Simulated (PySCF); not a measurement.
# C₃H₉FSi₂: magnetic properties

What do calculations give for the magnetic properties of C₃H₉FSi₂ (`F[C@@H]1C[SiH2]C[SiH2]1`)?

Computed with PySCF 2.14.0 and routines of our own; the level stands in each step. Atoms count from 0.

### 1 The system as given

15 atoms, charge 0, multiplicity 1; geometry from: GFN2-xTB.

### 2 Relaxing the molecule at PBE0-D3(BJ)/def2-SVP

The job: settings as JSON, then the geometry in Å.

```
{"job": {"xc": "PBE0", "basis": "def2-SVP", "d3": "d3bj", "grid": 1, "kind": "geom"}, "charge": 0, "multiplicity": 1}
F     -0.076257     1.292901     1.837868
C      0.174147     1.350830     0.462581
C     -1.089738     0.924047    -0.273375
Si    -1.258109    -0.971491    -0.132680
C      0.586475    -1.446338    -0.306985
Si     1.604776     0.113836     0.092170
H      0.413019     2.403245     0.270848
H     -0.984237     1.219498    -1.318051
H     -1.949817     1.461917     0.126732
H     -1.793020    -1.365935     1.171915
H     -2.095316    -1.506973    -1.211968
H      0.800472    -1.793419    -1.316009
H      0.846717    -2.270905     0.352119
H      2.372947     0.601254    -1.060030
H      2.443528    -0.004479     1.282955
```

Launch:

```
> OMP_NUM_THREADS=1 python excited_run.py task.json out
```

The driver reads the jobs from task.json and runs them one after another.

Standard output:

```text
step   0  E = -797.74667101  max force = 0.022770
step   1  E = -797.75023989  max force = 0.003511
step   2  E = -797.75044697  max force = 0.000977
step   3  E = -797.75049143  max force = 0.000408
step   4  E = -797.75053847  max force = 0.001041
step   5  E = -797.75061190  max force = 0.001555
step   6  E = -797.75071109  max force = 0.001569
step   7  E = -797.75080499  max force = 0.001027
step   8  E = -797.75088375  max force = 0.000884
step   9  E = -797.75094556  max force = 0.001048
step  10  E = -797.75097214  max force = 0.000717
step  11  E = -797.75098682  max force = 0.000256
optimisation converged
```

It took 66 s on 1 thread of Arm Neoverse V1, shared host; peak memory 0.67 GiB.

Along the way:

```
step  energy from step 0 (eV)  largest force component (eV/Å)
   0                   0.0000                          1.1709
   1                  -0.0971                          0.1805
   2                  -0.1027                          0.0502
   3                  -0.1040                          0.0210
   4                  -0.1052                          0.0535
   5                  -0.1072                          0.0800
   6                  -0.1099                          0.0807
   7                  -0.1125                          0.0528
   8                  -0.1146                          0.0455
   9                  -0.1163                          0.0539
  10                  -0.1170                          0.0369
  11                  -0.1174                          0.0132
```

Close pairs (by a distance rule), those that changed most:

```
   bond  before (Å)  after (Å)  change (Å)
Si5–H14       1.461      1.492      +0.031
Si5–H13       1.468      1.497      +0.029
 Si3–H9       1.464      1.493      +0.029
Si3–H10       1.467      1.496      +0.029
 C4–Si5       1.905      1.889      -0.016
 C4–H12       1.087      1.101      +0.014
  C2–H7       1.091      1.104      +0.014
 Si3–C4       1.913      1.901      -0.012
```

The final coordinates are the input of the step that follows.

```
                         at the end point                value
  point group (found at 0.08 Å tolerance)                   C1
rotational constants (GHz, main isotopes)  2.764, 2.304, 1.629
                        dipole moment (D)                 1.46
```

### 3 Magnetic properties: GIAO PBE0/pcSseg-1

The job: settings as JSON, then the geometry in Å.

```
{"job": {"kind": "mag", "xc": "PBE0", "basis": "pcSseg-1", "isotopologues": 2}, "charge": 0, "multiplicity": 1}
F      0.031785     1.140031     1.659915
C      0.222926     1.407074     0.298679
C     -1.075770     1.093863    -0.432514
Si    -1.331195    -0.793045    -0.333648
C      0.458538    -1.432556    -0.327679
Si     1.518769     0.130950    -0.311214
H      0.509651     2.468723     0.208747
H     -0.973978     1.385750    -1.492674
H     -1.916183     1.673520    -0.016689
H     -2.049844    -1.186278     0.914450
H     -2.116463    -1.297737    -1.502529
H      0.678153    -2.072209    -1.195684
H      0.642845    -2.027946     0.580331
H      1.961898     0.497024    -1.694009
H      2.707294     0.070503     0.589281
```

Level: GIAO PBE0/pcSseg-1 magnetisability, rotational g tensor and spin-rotation constants, non-relativistic, gas phase.

Standard output:

```text
coarse grid: 13176 points
cycle   1  E = -797.9349785553  dE =  3.721e-01  |g| = 5.538e-01  |ddm| = 3.401e+00
cycle   2  E = -797.8937598208  dE =  4.122e-02  |g| = 7.413e-01  |ddm| = 9.861e-01
cycle   3  E = -797.9961958361  dE = -1.024e-01  |g| = 6.602e-02  |ddm| = 6.104e-01
cycle   4  E = -797.9967409778  dE = -5.451e-04  |g| = 3.237e-02  |ddm| = 6.247e-02
cycle   5  E = -797.9969620296  dE = -2.211e-04  |g| = 5.833e-03  |ddm| = 3.051e-02
cycle   6  E = -797.9969697293  dE = -7.700e-06  |g| = 1.444e-03  |ddm| = 7.730e-03
final grid: 117432 points
cycle   7  E = -798.0394395824  dE = -2.638e-05  |g| = 7.794e-03  |ddm| = 2.078e-02
cycle   8  E = -798.0394266853  dE =  1.290e-05  |g| = 1.091e-02  |ddm| = 1.575e-02
cycle   9  E = -798.0394543678  dE = -2.768e-05  |g| = 7.543e-04  |ddm| = 8.925e-03
cycle  10  E = -798.0394544355  dE = -6.778e-08  |g| = 3.302e-04  |ddm| = 8.268e-04
cycle  11  E = -798.0394544534  dE = -1.788e-08  |g| = 3.772e-05  |ddm| = 2.641e-04
cycle  12  E = -798.0394544537  dE = -2.715e-10  |g| = 1.580e-05  |ddm| = 5.253e-05
converged SCF energy = -798.0394544537

Magnetisability tensor (1e-30 J/T^2)
    -1246.04        5.33       22.62
        5.33    -1217.55       36.41
       22.62       36.41    -1361.01
isotropic -1274.87   principal values   -1373.13  -1245.54  -1205.93
isotropic susceptibility -76.774 1e-6 cm^3/mol

Inertial axes            a          b          c
rot. const./GHz      2.7639     2.3037     1.6288
chi total           -73.393    -75.362    -81.569
chi diamagnetic    -550.384   -635.812   -843.194
chi paramagnetic    476.991    560.450    761.625
quadrupole/D A       -1.791      1.375      0.416
g nuclear            0.5930     0.5847     0.5725
g electronic        -0.6194    -0.6066    -0.5828
g total             -0.0264    -0.0219    -0.0103

Spin-rotation constants (kHz, H = +C I.J)
atom  isotope        aa         bb         cc
  0    19F        0.081      1.124      0.887
  6     1H       -0.004     -0.127     -0.106
  7     1H       -0.308     -0.241      0.010
  8     1H       -0.288      0.070     -0.185
  9     1H       -0.209     -0.137      0.011
 10     1H        0.022     -0.198     -0.083
 11     1H       -0.237     -0.068     -0.173
 12     1H       -0.297     -0.246     -0.007
 13     1H       -0.250     -0.148      0.027
 14     1H       -0.046     -0.164     -0.068
  1    13C*       0.839      0.630      0.297
  2    13C*       0.384      0.365      0.228
  3   29Si*      -1.673     -1.272     -1.037
  4    13C*       0.268      0.192      0.131
  5   29Si*      -1.558     -1.302     -1.080
* in the singly substituted isotopologue

Isotopologues: g along a, b, c
2H    at 6,7,8,9,10,11,    -0.0222    -0.0193    -0.0086
13C   at 1                 -0.0263    -0.0217    -0.0102
```

Wall time 27 s (1 thread of Arm Neoverse V1, shared host); peak memory 0.81 GiB.

In short:

```
              quantity                      value
       magnetisability           -1275·10⁻³⁰ J/T²
  molar susceptibility         -76.8·10⁻⁶ cm³/mol
rotational g (a, b, c)  -0.0264, -0.0219, -0.0103
```

The fields below are evaluated on a grid from the run's orbitals.

Frontier orbitals at PBE0/pcSseg-1, with the share of their density that lies nearest to each atom:

```
orbital  energy (eV)                                       lies on
   HOMO        -8.07                    C1 26 %; F0 17 %; Si5 14 %
   LUMO         0.57  Si5 14 %; H13, H14 about 12 % each; Si3 11 %
```

ELF in a plane through or near 6 of the atoms.

Values, 10 rows by 14 columns:
```
0.00 0.00 0.00 0.00 0.00 0.00 0.00 0.00 0.00 0.00 0.00 0.00 0.00 0.00
0.00 0.00 0.00 0.00 0.00 0.00 0.00 0.01 0.00 0.00 0.00 0.00 0.00 0.00
0.00 0.00 0.00 0.00 0.00 0.04 0.20 0.41 0.15 0.02 0.00 0.00 0.00 0.00
0.00 0.00 0.02 0.14 0.20 0.39 0.65 0.18 0.58 0.21 0.19 0.28 0.01 0.00
0.00 0.00 0.06 0.36 0.11 0.74 0.57 0.75 0.35 0.17 0.98 0.98 0.35 0.00
0.00 0.00 0.01 0.09 0.25 0.52 0.80 0.29 0.77 0.16 0.62 0.65 0.06 0.00
0.00 0.00 0.00 0.01 0.34 0.81 0.28 0.57 0.26 0.38 0.03 0.01 0.00 0.00
0.00 0.00 0.00 0.02 0.98 1.00 0.68 0.42 1.00 0.99 0.13 0.00 0.00 0.00
0.00 0.00 0.00 0.00 0.05 0.24 0.02 0.02 0.68 0.36 0.00 0.00 0.00 0.00
0.00 0.00 0.00 0.00 0.00 0.00 0.00 0.00 0.00 0.00 0.00 0.00 0.00 0.00
```
The map spans 10.7 Å across and 9.9 Å up, centred on the molecule. Atoms in the plane (x, y in Å): C1 (0.6, -1.3), Si3 (-1.5, 0.5), C4 (0.1, 1.6), Si5 (1.5, 0.4), H6 (1.2, -2.2), H8 (-1.4, -2.0).

log10 of the density (e/Å³) in the same plane.

Ten even steps from '0' (-4.0) to '9' (1.7):
```
0000000000000000000000000000
0000000000000111000000000000
0000000000112222210000000000
0000000111233443322100000000
0000011222344555433211100000
0001122334455666544332211000
0001233445566776654443321100
0012344556666787665555432110
0012345568976666677666543210
0012344568976556698666543110
0001234556666666666655432100
0001223455677667766544322100
0000122456677778765433211000
0000012456776667775432100000
0000012356665556765431100000
0000001244444445554321000000
0000000123333233333210000000
0000000001111111111100000000
0000000000000000000000000000
0000000000000000000000000000
```
The map spans 10.7 Å across and 9.9 Å up, centred on the molecule. Atoms in the plane (x, y in Å): C1 (0.6, -1.3), Si3 (-1.5, 0.5), C4 (0.1, 1.6), Si5 (1.5, 0.4), H6 (1.2, -2.2), H8 (-1.4, -2.0).

On the surface of density 0.002 e/bohr³ the electrostatic potential runs, from the 1st to the 99th percentile, from -1.07 V near F0 to 1.02 V near H7.

### 4 Magnetic properties: GIAO BLYP/def2-SVP

Settings changed since step 3:

```diff
@@ -1,2 +1,2 @@
-{"job": {"kind": "mag", "xc": "PBE0", "basis": "pcSseg-1", "isotopologues": 2}, "charge": 0, "multiplicity": 1}
+{"job": {"kind": "mag", "xc": "BLYP", "basis": "def2-SVP"}, "charge": 0, "multiplicity": 1}
 F      0.031785     1.140031     1.659915
```

Level: GIAO BLYP/def2-SVP magnetisability, rotational g tensor and spin-rotation constants, non-relativistic, gas phase.

Standard output:

```text
coarse grid: 13176 points
cycle   1  E = -797.8475774429  dE =  2.888e-01  |g| = 7.250e-01  |ddm| = 3.841e+00
cycle   2  E = -797.5979168171  dE =  2.497e-01  |g| = 1.264e+00  |ddm| = 2.415e+00
cycle   3  E = -797.9661829898  dE = -3.683e-01  |g| = 1.316e-01  |ddm| = 1.742e+00
cycle   4  E = -797.9693803324  dE = -3.197e-03  |g| = 6.513e-02  |ddm| = 2.047e-01
cycle   5  E = -797.9702665336  dE = -8.862e-04  |g| = 1.564e-02  |ddm| = 7.690e-02
cycle   6  E = -797.9703305299  dE = -6.400e-05  |g| = 4.909e-03  |ddm| = 2.638e-02
cycle   7  E = -797.9703374042  dE = -6.874e-06  |g| = 9.961e-04  |ddm| = 7.170e-03
final grid: 117432 points
cycle   8  E = -798.1106418820  dE = -2.617e-05  |g| = 8.491e-03  |ddm| = 2.822e-02
cycle   9  E = -798.1105970703  dE =  4.481e-05  |g| = 1.695e-02  |ddm| = 2.403e-02
cycle  10  E = -798.1106572983  dE = -6.023e-05  |g| = 9.085e-04  |ddm| = 1.673e-02
cycle  11  E = -798.1106574542  dE = -1.560e-07  |g| = 4.101e-04  |ddm| = 1.462e-03
cycle  12  E = -798.1106574940  dE = -3.973e-08  |g| = 5.964e-05  |ddm| = 4.736e-04
cycle  13  E = -798.1106574950  dE = -9.763e-10  |g| = 2.079e-05  |ddm| = 9.669e-05
converged SCF energy = -798.1106574950

Magnetisability tensor (1e-30 J/T^2)
    -1212.78        6.64       23.16
        6.64    -1188.20       36.31
       23.16       36.31    -1340.45
isotropic -1247.14   principal values   -1351.89  -1213.48  -1176.05
isotropic susceptibility -75.105 1e-6 cm^3/mol

Inertial axes            a          b          c
rot. const./GHz      2.7639     2.3037     1.6288
chi total           -71.465    -73.660    -80.190
chi diamagnetic    -550.016   -635.779   -843.153
chi paramagnetic    478.551    562.119    762.964
quadrupole/D A       -2.166      1.569      0.597
g nuclear            0.5930     0.5847     0.5725
g electronic        -0.6214    -0.6084    -0.5838
g total             -0.0284    -0.0237    -0.0113

Spin-rotation constants (kHz, H = +C I.J)
atom  isotope        aa         bb         cc
  0    19F        0.207      1.111      0.891
  6     1H        0.000     -0.133     -0.107
  7     1H       -0.314     -0.245      0.018
  8     1H       -0.298      0.077     -0.191
  9     1H       -0.211     -0.138      0.012
 10     1H        0.028     -0.202     -0.084
 11     1H       -0.241     -0.061     -0.177
 12     1H       -0.306     -0.253      0.001
 13     1H       -0.250     -0.149      0.029
 14     1H       -0.044     -0.165     -0.070
  1    13C*       0.813      0.608      0.290
  2    13C*       0.377      0.352      0.225
  3   29Si*      -1.526     -1.130     -0.936
  4    13C*       0.264      0.198      0.132
  5   29Si*      -1.396     -1.173     -0.984
* in the singly substituted isotopologue
```

It took 21 s on 1 thread of Arm Neoverse V1, shared host; peak memory 0.52 GiB.

From this job:

```
              quantity                      value
       magnetisability           -1247·10⁻³⁰ J/T²
  molar susceptibility         -75.1·10⁻⁶ cm³/mol
rotational g (a, b, c)  -0.0284, -0.0237, -0.0113
```

### 5 Magnetic properties: GIAO LDA/cc-pVDZ

Settings changed since step 4:

```diff
@@ -1,2 +1,2 @@
-{"job": {"kind": "mag", "xc": "BLYP", "basis": "def2-SVP"}, "charge": 0, "multiplicity": 1}
+{"job": {"kind": "mag", "xc": "LDA", "basis": "cc-pVDZ"}, "charge": 0, "multiplicity": 1}
 F      0.031785     1.140031     1.659915
```

Method: GIAO LDA/cc-pVDZ magnetisability, rotational g tensor and spin-rotation constants, non-relativistic, gas phase.

Standard output:

```text
coarse grid: 13176 points
cycle   1  E = -794.3572973620  dE =  3.764e-01  |g| = 6.842e-01  |ddm| = 7.057e+00
cycle   2  E = -794.1040911231  dE =  2.532e-01  |g| = 1.222e+00  |ddm| = 3.148e+00
cycle   3  E = -794.4666898973  dE = -3.626e-01  |g| = 1.089e-01  |ddm| = 2.023e+00
cycle   4  E = -794.4689993209  dE = -2.309e-03  |g| = 5.834e-02  |ddm| = 2.456e-01
cycle   5  E = -794.4697069612  dE = -7.076e-04  |g| = 1.423e-02  |ddm| = 9.829e-02
cycle   6  E = -794.4697572800  dE = -5.032e-05  |g| = 4.782e-03  |ddm| = 3.097e-02
cycle   7  E = -794.4697633584  dE = -6.078e-06  |g| = 1.000e-03  |ddm| = 1.118e-02
final grid: 117432 points
cycle   8  E = -794.4766643862  dE = -1.775e-05  |g| = 3.435e-03  |ddm| = 3.787e-02
cycle   9  E = -794.4766586595  dE =  5.727e-06  |g| = 6.265e-03  |ddm| = 1.334e-02
cycle  10  E = -794.4766667276  dE = -8.068e-06  |g| = 7.177e-04  |ddm| = 9.272e-03
cycle  11  E = -794.4766668173  dE = -8.967e-08  |g| = 2.752e-04  |ddm| = 1.307e-03
cycle  12  E = -794.4766668354  dE = -1.810e-08  |g| = 3.533e-05  |ddm| = 4.556e-04
cycle  13  E = -794.4766668357  dE = -3.715e-10  |g| = 1.056e-05  |ddm| = 9.114e-05
converged SCF energy = -794.4766668357

Magnetisability tensor (1e-30 J/T^2)
    -1261.60       12.78       29.21
       12.78    -1229.66       42.66
       29.21       42.66    -1398.96
isotropic -1296.74   principal values   -1413.42  -1265.16  -1211.64
isotropic susceptibility -78.091 1e-6 cm^3/mol

Inertial axes            a          b          c
rot. const./GHz      2.7639     2.3037     1.6288
chi total           -73.672    -76.830    -83.772
chi diamagnetic    -548.603   -634.572   -841.993
chi paramagnetic    474.931    557.742    758.221
quadrupole/D A       -2.426      1.659      0.767
g nuclear            0.5930     0.5847     0.5725
g electronic        -0.6167    -0.6036    -0.5802
g total             -0.0237    -0.0189    -0.0077

Spin-rotation constants (kHz, H = +C I.J)
atom  isotope        aa         bb         cc
  0    19F        0.191      1.267      0.952
  6     1H        0.010     -0.126     -0.099
  7     1H       -0.305     -0.234      0.017
  8     1H       -0.290      0.077     -0.184
  9     1H       -0.207     -0.136      0.013
 10     1H        0.026     -0.197     -0.080
 11     1H       -0.237     -0.062     -0.168
 12     1H       -0.296     -0.243     -0.001
 13     1H       -0.248     -0.146      0.030
 14     1H       -0.044     -0.161     -0.066
  1    13C*       0.807      0.596      0.285
  2    13C*       0.354      0.340      0.214
  3   29Si*      -1.508     -1.132     -0.946
  4    13C*       0.228      0.166      0.117
  5   29Si*      -1.396     -1.164     -1.004
* in the singly substituted isotopologue
```

Wall time 18 s (1 thread of Arm Neoverse V1, shared host); peak memory 0.52 GiB.

From this job:

```
              quantity                      value
       magnetisability           -1297·10⁻³⁰ J/T²
  molar susceptibility         -78.1·10⁻⁶ cm³/mol
rotational g (a, b, c)  -0.0237, -0.0189, -0.0077
```

### 6 Magnetic properties side by side

```
             level  ξ (10⁻³⁰ J/T²)     g(a)     g(b)  gap (eV)  functions  time
GIAO PBE0/pcSseg-1           -1275  -0.0264  -0.0219      8.64        161  27 s
GIAO BLYP/def2-SVP           -1247  -0.0284  -0.0237      6.56        137  21 s
  GIAO LDA/cc-pVDZ           -1297  -0.0237  -0.0189      6.30        137  18 s
```

### 7 Results

```
                                           quantity                      value
                                        point group                         C1
               rotational constants (main isotopes)       2.76, 2.30, 1.63 GHz
       magnetisability (step 3, GIAO PBE0/pcSseg-1)           -1275·10⁻³⁰ J/T²
  molar susceptibility (step 3, GIAO PBE0/pcSseg-1)         -76.8·10⁻⁶ cm³/mol
rotational g (a, b, c) (step 3, GIAO PBE0/pcSseg-1)  -0.0264, -0.0219, -0.0103
              surface potential, 1st and 99th percentile         -1.07 V and 1.02 V
                    magnetisability over the levels  -1297 to -1247·10⁻³⁰ J/T²
```

Over 11 steps the energy fell by 0.117 eV; of the close pairs, Si5–H14 changed most, 1.461 to 1.492 Å. The magnetisability spreads by 3.9 % over 3 levels, from GIAO LDA/cc-pVDZ (18 s) to GIAO BLYP/def2-SVP (21 s); the runs took 18 s to 27 s. Vibrational averaging and real surroundings are missing from these values.
